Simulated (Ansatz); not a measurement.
**Bi2Te2O: properties of a relaxed candidate**

Aim: for this structure of Bi2Te2O, see whether it has a gap, which orbitals make up the states near it and how charge is shared.

Method: DFT PBE, scalar-relativistic, plane waves, PAW, in Ansatz 0.2.0.

**1. The system as given**

It takes space group P6/mmm (No. 191, hexagonal). The conventional cell has a = 3.462 Å, b = 3.462 Å, c = 13.925 Å, α = 90.00°, β = 90.00°, γ = 120.00°. Bi (site symmetry 6mm) is surrounded by 1 O at 2.08 Å. Te (site symmetry 6mm) has 1 Te at 2.88 Å as nearest neighbours. O (site symmetry 6/mmm) has 2 Bi at 2.08 Å as nearest neighbours.

Structure file:

```cif
data_structure
_symmetry_space_group_name_H-M 'P 1'
_symmetry_Int_Tables_number 1
_cell_length_a 3.4621
_cell_length_b 3.4621
_cell_length_c 13.9254
_cell_angle_alpha 90.000
_cell_angle_beta 90.000
_cell_angle_gamma 120.000
_cell_volume 144.55
loop_
_atom_site_label
_atom_site_type_symbol
_atom_site_fract_x
_atom_site_fract_y
_atom_site_fract_z
_atom_site_occupancy
Bi1 Bi 0.00000 0.00000 0.64959 1
Bi2 Bi 0.00000 0.00000 0.35041 1
Te1 Te 0.00000 0.00000 0.89655 1
Te2 Te 0.00000 0.00000 0.10345 1
O1 O 0.00000 0.00000 0.50000 1
```

The cell was relaxed beforehand at this level, from a generated guess; it needn't be the stable form of this composition. At a tolerance of 0.05 Å it has space group P6/mmm (No. 191); it has 28.91 Å³/atom, an uncorrected energy of -0.07 eV/atom over the elements.

**2. Bands, states and charges**

input.yaml

```yaml
crystal:
  lattice:
    - [3.4620774884, 0.0, 0.0]
    - [-1.7310387442, 2.9982470549, 0.0]
    - [0.0, 0.0, 13.9253704099]
  atoms:
    - { symbol: Bi, position: [0.0, 0.0, 0.6495866317] }
    - { symbol: Bi, position: [0.0, 0.0, 0.3504133683] }
    - { symbol: Te, position: [0.0, 0.0, 0.8965520023] }
    - { symbol: Te, position: [0.0, 0.0, 0.1034479977] }
    - { symbol: O, position: [0.0, 0.0, 0.5] }
basis:
  ecutwfc: 420
kpoints:
  mp_grid: { grid: [12, 12, 4] }
  band_path:
    path:
      - [[0.0, 0.0, 0.0], [0.5, 0.0, 0.0], [0.33333333, 0.33333333, 0.0], [0.0, 0.0, 0.0], [0.0, 0.0, 0.5], [0.5, 0.0, 0.5], [0.33333333, 0.33333333, 0.5], [0.0, 0.0, 0.5]]
      - [[0.5, 0.0, 0.5], [0.5, 0.0, 0.0]]
      - [[0.33333333, 0.33333333, 0.5], [0.33333333, 0.33333333, 0.0]]
    npoints: 14
hamiltonian:
  xc: pbe
scf:
  occupations: { method: gaussian, width: 0.1 }
  n_extra_bands: 12
output:
  forces: true
  stress: true
  eigenvalues: true
  populations: true
  dos: { projected: true, de: 0.02, nscf_kmesh: { grid: [15, 15, 5] } }
  bader: true
  write_density: true
  write_potential: true
  elf: true
  volumetric_format: npy
```

Started as:

```
> ansatz run input.yaml --threads 1 --pin off --max-ram 2560MiB --backend cpu --events-out ev --progress --plain --runs-dir out
```

The program printed:

```text
Warning: RAYON_NUM_THREADS=1 ignored (pool sized by the plan → 1); use --threads N
scf.n_extra_bands = 12 over 34 filled bands (N_el = 68.0): the run solves 46 bands
Engine: ansatz 0.2.0, x86_64-unknown-linux-gnu
Pseudopotentials: kind: paw
Pseudopotential: Bi, paw, valence charge 15, recommended cutoff 420 eV (normal), Bi.paw.azcp
Pseudopotential: Te, paw, valence charge 16, recommended cutoff 420 eV (normal), Te.paw.azcp
Pseudopotential: O, paw, valence charge 6, recommended cutoff 420 eV (normal), O.paw.azcp
Functional definition: PBE
  parameter kappa = 0.804
  parameter beta = 0.06672455060314922
  exchange = pbe_x(kappa = kappa, mu = beta*pi^2/3)
  correlation = pbe_c(beta = beta)
Crystal: 5 atoms, lattice volume = 144.548 Å³
Basis set: ecut = 420 eV, 2813 PW (Γ), exchange–correlation on 48×48×192 points (8 copies of the dense FFT grid, shifted against one another)
Bands: 46, of which v1, the nominal top of the filled ones, is band 34 counted from 1 (33 counted from 0)
Symmetry: 24 space group operations
Space group: P6/mmm (ITA 191), of the structure as read, at distance tolerance 5.2e-5 Å
k-points: 57 of 576
Non-local potential: Bi, projectors of the file, l = 0: 2, l = 1: 2, l = 2: 2, l = 3: 2
Non-local potential: Te, projectors of the file, l = 0: 2, l = 1: 2, l = 2: 2, l = 3: 2
Non-local potential: O, projectors of the file, l = 0: 2, l = 1: 2, l = 2: 1
PAW form: soft (Blöchl's): semilocal exchange-correlation on the pseudo side does not see the compensation charge
PAW one-centre angular grid: Bi, 590 points (default); XC on 64 Gauss nodes
PAW one-centre angular grid: Te, 590 points (default); XC on 64 Gauss nodes
PAW one-centre angular grid: O, 110 points (default); XC on 64 Gauss nodes
Initial density: superposition of atomic densities (neutral atoms: chi_scale 0, normalization atom), corrected by the library's trained network
Initial wavefunctions: pseudopotential atomic-orbital guess
Functional: x = pbe(κ = 0.804, μ = 0.2195149727645171), c = pbe(β = 0.06672455060314922)
SCF iter   1: F=—  HF=-39318.370456 eV  |F-HF|=—  |Δ(HF+E_count)|=         —  Δρ=4.10e-3  dr2=1.76e-1  ethr=1.77e-3  ⟨swp⟩=8.5  Hψ=12932  notcnv=0  defer=74
preconditioner: auto → Kerker (q_TF=auto, 2.406 Å⁻¹)  [metal: Δε(μ)=0.048 eV  Ē_g=9.924 eV  σ=0.100 eV  W_gap=0.26  n_scr=40 (ndim 8)  ℏωp=15.7 eV  f_vac=0.008  D(μ)=1.81/eV (n_scr^D=6)]
SCF iter   2: F=—  HF=-39318.360904 eV  |F-HF|=—  |Δ(HF+E_count)|=   9.55e-3  Δρ=2.54e-3  dr2=1.03e-1  ethr=2.59e-4  ⟨swp⟩=1.0  Hψ=3080  notcnv=0  defer=99
SCF iter   3: F=—  HF=-39318.351049 eV  |F-HF|=—  |Δ(HF+E_count)|=   9.86e-3  Δρ=7.77e-4  dr2=1.32e-2  ethr=1.52e-4  ⟨swp⟩=1.5  Hψ=2348  notcnv=0  defer=99
SCF iter   4: F=—  HF=-39318.350356 eV  |F-HF|=—  |Δ(HF+E_count)|=   6.93e-4  Δρ=5.06e-4  dr2=3.37e-3  ethr=1.95e-5  ⟨swp⟩=1.5  Hψ=2340  notcnv=0  defer=99
SCF iter   5: F=—  HF=-39318.350206 eV  |F-HF|=—  |Δ(HF+E_count)|=   1.50e-4  Δρ=1.93e-4  dr2=6.32e-4  ethr=4.96e-6  ⟨swp⟩=1.0  Hψ=2301  notcnv=0  defer=99
SCF iter   6: F=—  HF=-39318.350157 eV  |F-HF|=—  |Δ(HF+E_count)|=   4.87e-5  Δρ=9.15e-5  dr2=7.73e-5  ethr=9.30e-7  ⟨swp⟩=1.7  Hψ=2384  notcnv=0  defer=99
SCF iter   7: F=—  HF=-39318.350228 eV  |F-HF|=—  |Δ(HF+E_count)|=   7.09e-5  Δρ=3.42e-5  dr2=8.01e-6  ethr=1.14e-7  ⟨swp⟩=2.0  Hψ=2695  notcnv=0  defer=104
SCF iter   8: F=—  HF=-39318.350228 eV  |F-HF|=—  |Δ(HF+E_count)|=   8.15e-8  Δρ=1.29e-5  dr2=7.19e-7  ethr=1.18e-8  ⟨swp⟩=2.2  Hψ=3076  notcnv=0  defer=104
SCF iter   9: F=-39318.350228 eV  HF=-39318.350228 eV  |F-HF|=3.97e-8  |Δ(HF+E_count)|=   9.63e-8  Δρ=3.80e-6  dr2=6.40e-8  ethr=1.47e-10  ⟨swp⟩=15.7  Hψ=23229  notcnv=0
SCF 1 converged in 9 iterations: F = -39318.350228 eV  dr2 = 6.40e-8
NSCF: frozen V_eff on 129 k-points
NSCF: frozen V_eff on 81 k-points
SCF converged after 9 iterations
Free energy (F): -39318.350228 eV
Harris-Foulkes:  -39318.350228 eV  (|F-HF|=3.97e-8)
Internal energy: -39318.344319 eV  (E = F + TS)
E sigma→0 (E₀):  -39318.347274 eV
Entropy (-TS):   -0.005909 eV (-1.182 meV/atom)
Fermi energy:    9.194415 eV
--- Per-component energies (eV) ---
  E_band       = -753.521936
  E_kinetic    = 1135.568518
  E_local      = -5967.204215  (includes V_loc(G=0)·N_el)
  E_nonlocal   = 550.189970
  E_hartree    = 2741.751044
  E_xc         = -622.486337
  E_vxc        = -587.506435  (∫ρ·V_xc dr)
  E_paw        = -30809.157887  (= ΣΔE_a)
  E_vpaw       = -1368.079772  (= ΣTr[D̂ρ^β])
  E_aug_tail   = 0.001152  (compensation charges beyond the density's cutoff)
  E_ewald      = -6347.006564
  E_smearing   = -0.005909  (= −TS)
  E_closure    = 0.000000  (closes the sum)
  Σ components = -39318.350228   (vs F -39318.350228, Δ=0.00e0)
--- Forces (eV/Å), atoms counted from 1 ---
  atom   1  Bi     0.00000000     0.00000000     0.00011919
  atom   2  Bi     0.00000000     0.00000000    -0.00011919
  atom   3  Te     0.00000000     0.00000000    -0.00290457
  atom   4  Te     0.00000000     0.00000000     0.00290457
  atom   5  O      0.00000000     0.00000000     0.00000000
  max |Σ_I F_I| component: 1.16e-18 eV/Å
--- Stress (GPa, compression-positive) ---
       -0.001701      -0.000000       0.000000
       -0.000000      -0.001701       0.000000
        0.000000       0.000000       0.001545
  P = ⅓ Tr σ = -0.0006 GPa (-0.006 kbar)
--- Band table (eV; the first three rows and the last of 57) ---
  k-point 0: bands = ["-28.1215", "-28.0511", "-28.0511", "-28.0293", "-28.0251", "-28.0251", "-27.9916", "-27.9916", "-27.9890", "-27.9890", "-14.2302", "-14.0503", "-13.9516", "-13.9516", "-13.9513", "-13.9513", "-13.8522", "-13.8522", "-13.8449", "-13.8449", "-8.8376", "-4.1134", "-3.6686", "-2.4551", "-2.2093", "3.9793", "4.1711", "7.2072", "7.2072", "8.5131", "9.2449", "10.8077", "10.8077", "11.9615", "11.9615", "12.6351", "14.1410", "14.1410", "14.6700", "14.6700", "15.5909", "15.9907", "17.3946", "18.4453", "18.4453", "18.5563"]
  k-point 1: bands = ["-28.1215", "-28.0511", "-28.0511", "-28.0293", "-28.0251", "-28.0251", "-27.9916", "-27.9916", "-27.9890", "-27.9890", "-14.2302", "-14.0504", "-13.9516", "-13.9516", "-13.9513", "-13.9513", "-13.8522", "-13.8522", "-13.8449", "-13.8449", "-8.8376", "-4.1403", "-3.5890", "-2.6739", "-2.0280", "3.5122", "4.8079", "7.2072", "7.2072", "7.7552", "10.0821", "10.8066", "10.8066", "11.9651", "11.9651", "12.2374", "14.1232", "14.1232", "14.6868", "14.6868", "15.8647", "16.0293", "17.4137", "18.4458", "18.4458", "18.4872"]
  k-point 2: bands = ["-28.1215", "-28.0511", "-28.0511", "-28.0293", "-28.0251", "-28.0251", "-27.9916", "-27.9916", "-27.9890", "-27.9890", "-14.2302", "-14.0503", "-13.9516", "-13.9516", "-13.9513", "-13.9513", "-13.8522", "-13.8522", "-13.8449", "-13.8449", "-8.8376", "-4.1625", "-3.4980", "-2.8332", "-1.9220", "3.3062", "5.2534", "7.2075", "7.2075", "7.2171", "10.8055", "10.8055", "10.8895", "11.6008", "11.9687", "11.9687", "14.1064", "14.1064", "14.7026", "14.7026", "15.9568", "16.2923", "17.5716", "17.8008", "18.4462", "18.4462"]
  k-point 56: bands = ["-28.1082", "-28.0577", "-28.0577", "-28.0306", "-28.0306", "-28.0150", "-27.9783", "-27.9783", "-27.9759", "-27.9759", "-14.1453", "-13.9544", "-13.9012", "-13.9012", "-13.8925", "-13.8925", "-13.8757", "-13.8757", "-13.8754", "-13.8754", "-8.4436", "-1.9013", "-1.1706", "-0.4170", "0.6147", "4.8456", "5.1623", "5.1623", "5.3109", "5.3109", "6.4441", "6.4441", "6.8376", "6.8376", "6.8688", "8.2565", "8.2565", "9.9428", "13.6767", "13.6767", "13.8264", "14.8785", "15.4771", "15.4771", "17.6725", "17.6725"]
--- Löwdin populations: 5 sites ---
  site symbol       q [e]
     0     Bi     14.4808
     1     Bi     14.4808
     2     Te     15.9868
     3     Te     15.9868
     4      O      6.7906
  spilling = 0.004032 (of n_electrons = 68.000000)
--- Bader charges: 5 sites ---
  site symbol  charge [e]  shift [e]
     0     Bi      0.6161     0.0010
     1     Bi      0.6161     0.0010
     2     Te     -0.0744     0.0000
     3     Te     -0.0744     0.0000
     4      O     -1.0834     0.0020
  estimated error of the sums over rays = 1.3e-4 e
```

It took 1.8 min on 1 thread of Intel Xeon at 2.70GHz, shared host; peak memory 0.78 GiB.

Site by site:

| atom | Löwdin electrons | Bader charge (e) | Bader volume (Å³) |
| --- | --- | --- | --- |
| Bi1 | 14.48 | +0.62 | 30.4 |
| Bi2 | 14.48 | +0.62 | 30.4 |
| Te3 | 15.99 | -0.07 | 33.2 |
| Te4 | 15.99 | -0.07 | 33.2 |
| O5 | 6.79 | -1.08 | 17.4 |

The Löwdin counts miss 0.27 of the 68 electrons, which the atomic orbitals do not span, so they are no charges.

bands.tsv at the labelled points (eV, zero at the Fermi level; the bands nearest the Fermi level):

```
point  band 31  band 32  band 33  band 34  band 35  band 36  band 37  band 38
    Γ     0.05     1.61     1.61     2.77     2.77     3.44     4.95     4.95
    M    -3.21    -2.36    -1.87    -0.28     0.85     1.19     2.27     2.75
    K    -2.97    -2.97    -2.92    -2.15    -2.15    -1.00    -1.00     1.53
    Γ     0.05     1.61     1.61     2.77     2.77     3.44     4.95     4.95
    A     1.61     1.61     1.70     2.41     2.77     2.77     4.91     4.91
    L    -2.57    -2.36    -1.82    -0.29     0.33     0.88     2.21     2.86
    H    -2.75    -2.75    -2.36    -2.36    -2.33    -0.94    -0.94     0.75
    A     1.61     1.61     1.70     2.41     2.77     2.77     4.91     4.91
    L    -2.57    -2.36    -1.82    -0.29     0.33     0.88     2.21     2.86
    M    -3.21    -2.36    -1.87    -0.28     0.85     1.19     2.27     2.75
    H    -2.75    -2.75    -2.36    -2.36    -2.33    -0.94    -0.94     0.75
    K    -2.97    -2.97    -2.92    -2.15    -2.15    -1.00    -1.00     1.53
```

Counts of states by energy window (eV from the Fermi level), total and by projection:

```
from  to  total  Bi 6p  Te 5p  O 2p
  -8  -7   0.00   0.00   0.00  0.00
  -7  -6   0.00   0.00   0.00  0.00
  -6  -5   0.97   0.26   0.45  0.23
  -5  -4   3.63   1.13   1.35  0.96
  -4  -3   3.63   0.87   1.90  0.68
  -3  -2   4.23   0.76   1.31  1.95
  -2  -1   2.78   0.82   1.14  0.62
  -1   0   2.77   0.79   1.55  0.23
   0   1   3.36   1.04   1.86  0.18
   1   2   2.40   1.14   0.97  0.11
   2   3   2.25   1.50   0.43  0.11
   3   4   2.59   1.30   0.25  0.16
   4   5   1.78   0.81   0.15  0.11
   5   6   2.22   0.39   0.07  0.12
```

Below -8 eV lie 50 or so more states.

Density in a lattice plane of the grid's cell (edges 3.46 and 13.93 Å, at 0.000 of the third edge), which holds Bi and Te and O.

Ten even steps from ' ' (0.03 e/Å³) to '@' (17.39 e/Å³):
```
..          
@@::      ::
..          
            
            
..          
==::      ::
..          
            
==..      ..
            
..          
==::      ::
..          
            
            
..          
@@::      ::
..          
            
```
Columns run along the first of these edges and rows up along the second, over one cell in 6 and 20 even steps from the bottom left corner. Atoms in the plane (fractional): Bi at (0.00, 0.65), Bi at (0.00, 0.35), Te at (0.00, 0.90), Te at (0.00, 0.10), O at (0.00, 0.50).

ELF in the same plane.

Ten even steps from '0' (0.02) to '9' (0.85):
```
456165
426362
357275
762026
321012
454245
424342
343134
761016
295059
761016
343134
424342
454245
321012
762026
357275
426362
456165
652025
```
Columns run along the first of these edges and rows up along the second, over one cell in 6 and 20 even steps from the bottom left corner. Atoms in the plane (fractional): Bi at (0.00, 0.65), Bi at (0.00, 0.35), Te at (0.00, 0.90), Te at (0.00, 0.10), O at (0.00, 0.50).

Both are smooth fields of the valence electrons: close to the nuclei they are not physical.

The highest ELF values outside the cores: 0.85 beside O, off the lines to its neighbours, 0.7 Å from O; 0.63 beside Te, off the lines to its neighbours, 1.3 Å from Te; 0.58 on the Te–Te line, 1.2 Å from Te.

**3. The same system, input altered**

input.yaml

```yaml
crystal:
  lattice:
    - [3.4620774884, 0.0, 0.0]
    - [-1.7310387442, 2.9982470549, 0.0]
    - [0.0, 0.0, 13.9253704099]
  atoms:
    - { symbol: Bi, position: [0.0, 0.0, 0.6495866317] }
    - { symbol: Bi, position: [0.0, 0.0, 0.3504133683] }
    - { symbol: Te, position: [0.0, 0.0, 0.8965520023] }
    - { symbol: Te, position: [0.0, 0.0, 0.1034479977] }
    - { symbol: O, position: [0.0, 0.0, 0.5] }
basis:
  ecutwfc: 420
kpoints:
  mp_grid: { grid: [12, 12, 4] }
hamiltonian:
  xc: pbe
scf:
  occupations: { method: gaussian, width: 0.1 }
  max_iter: 5
output:
  forces: true
  eigenvalues: true
  stress: true
```

Started as:

```
> ansatz run input.yaml --threads 1 --pin off --max-ram 2560MiB --backend cpu --events-out ev --progress --plain --runs-dir out
```

The program printed:

```text
Warning: RAYON_NUM_THREADS=1 ignored (pool sized by the plan → 1); use --threads N
[... 10 set-up lines as earlier in the session ...]
Crystal: 5 atoms, lattice volume = 144.548 Å³
Basis set: ecut = 420 eV, 2813 PW (Γ), exchange–correlation on 48×48×192 points (8 copies of the dense FFT grid, shifted against one another)
Bands: 41, of which v1, the nominal top of the filled ones, is band 34 counted from 1 (33 counted from 0)
[... 2 set-up lines as earlier in the session ...]
k-points: 57 of 576
[... 10 set-up lines as earlier in the session ...]
SCF iter   1: F=—  HF=-39318.370445 eV  |F-HF|=—  |Δ(HF+E_count)|=         —  Δρ=4.09e-3  dr2=1.76e-1  ethr=1.77e-3  ⟨swp⟩=8.0  Hψ=10597  notcnv=0
preconditioner: auto → Kerker (q_TF=auto, 2.406 Å⁻¹)  [metal: Δε(μ)=0.048 eV  Ē_g=7.954 eV  σ=0.100 eV  W_gap=0.26  n_scr=40 (ndim 8)  ℏωp=15.7 eV  f_vac=0.008  D(μ)=1.81/eV (n_scr^D=6)]
SCF iter   2: F=—  HF=-39318.360807 eV  |F-HF|=—  |Δ(HF+E_count)|=   9.64e-3  Δρ=2.52e-3  dr2=1.02e-1  ethr=2.59e-4  ⟨swp⟩=1.0  Hψ=2795  notcnv=0
SCF iter   3: F=—  HF=-39318.351172 eV  |F-HF|=—  |Δ(HF+E_count)|=   9.63e-3  Δρ=7.84e-4  dr2=1.23e-2  ethr=1.50e-4  ⟨swp⟩=6.9  Hψ=16035  notcnv=0
SCF iter   4: F=—  HF=-39318.350393 eV  |F-HF|=—  |Δ(HF+E_count)|=   7.79e-4  Δρ=4.72e-4  dr2=3.37e-3  ethr=1.81e-5  ⟨swp⟩=5.2  Hψ=11642  notcnv=0
SCF iter   5: F=—  HF=-39318.350267 eV  |F-HF|=—  |Δ(HF+E_count)|=   1.26e-4  Δρ=1.92e-4  dr2=5.66e-4  ethr=4.96e-6  ⟨swp⟩=4.8  Hψ=11326  notcnv=0
Error: did not converge after 5 iterations: dr2 = 5.66e-4 (threshold 1.00e-7), under the density mixer `msr1`, which `scf.mixing.algorithm: auto` chose by the deck's other keys (type `scf.mixing.algorithm: msr1` to keep it); raise `scf.max_iter`, which need not help a stalled SCF, or adjust the mixing (`scf.mixing`) or, under a smearing, its width (`scf.occupations.width`, in either direction: another width is another result); this SCF holds its density and magnetisation to the symmetry operations that it keeps, and cannot end on a state that breaks one of them: if the state sought breaks one, re-run with `crystal.symmetry.detect: false`, without `crystal.symmetry.time_reversal: true`, on a non-collinear deck whose state breaks time reversal, with `crystal.symmetry.time_reversal: false` beside it (there exact exchange or a DFT+U term alone can polarise the run; a magnetic state wants starting moments), where the deck allows it (that run may end on another state, and need not converge either); this run sums exchange and correlation on more points than the dense box has (`basis.xc_grid`), where a deck that converges on the dense box may not converge: try another level (where the key is left out runs that use forces, runs that use the stress, dielectric runs by a finite field, finite-displacement phonons, runs of phonons.displacement_patterns under a GGA or a meta-GGA, phonons by method: dfpt, dielectric runs by the response, runs on support functions, runs on PAW files under a meta-GGA or a hybrid on one, runs at kind: all_electron or under a hybrid on a GGA, runs under a text's formulas of a gradient, and runs on PAW files that evaluate rPW86 or Becke's exchange or LYP's correlation can take a finer level, which can go by the root key accuracy; a number is taken as typed), or, where it is served, `1`, the dense box, on which forces and the stress change with where the atoms sit on the grid; a lower level also moves a field's Born charges, by the response (dielectric, § Limitations, in the input reference) or by a finite field; under a meta-GGA, try another mixer (`scf.mixing.algorithm: anderson` or `broyden`); mind that the stability of the state on which such a run converges can go unchecked at the default of `scf.lower_state_search`; see `basis.xc_grid`, Limitations — the other mixer that `auto` picks from is left to try (`scf.mixing.algorithm: broyden`); it can need more iterations, either can converge an SCF that the other leaves open, and the two can end on different states; the input reference at `scf.mixing.algorithm` says more, and from which start to try it
```

Run time: 21 s. Hardware: 1 thread of Intel Xeon at 2.70GHz, shared host; peak memory 0.54 GiB.

Residual by cycle in both runs. The quantity is the density residual dr2, in eV.

| cycle | this run | step 2 |
| --- | --- | --- |
| 1 | 0.176 | 0.176 |
| 2 | 0.102 | 0.103 |
| 3 | 0.0123 | 0.0132 |
| 4 | 0.00337 | 0.00337 |
| 5 | 5.7e-4 | 6.3e-4 |
| 6 | - | 7.7e-5 |
| 7 | - | 8.0e-6 |
| 8 | - | 7.2e-7 |
| 9 | - | 6.4e-8 |

**4. Diagnosis**

No self-consistency after 5 cycles. The density residual dr2 fell from 0.176 to 5.7e-4 eV (threshold 1.0e-7) and was still falling. Its last energy is not a result.

Look at the input: scf.max_iter is 5. The limit on iterations ended the loop before it was done.

The cure: delete scf.max_iter (the default then holds).

**5. Outcome**

| quantity | value |
| --- | --- |
| gap | none (metal) |
| states at the Fermi level | 3.37 per eV per cell |
| Bader charges | Bi +0.62, Te -0.07, O -1.08 e |

In words: Bands cross the Fermi level: a metal at this level of theory. Of the projected weight within 0.25 eV of the Fermi level, the largest part is Te 5p (57 %) and Bi 6p (32 %). Charge transfer between the atoms is strong (Bader charges up to 1.1 e). These runs have no spin-orbit coupling; with Bi, Te it would split and shift bands.
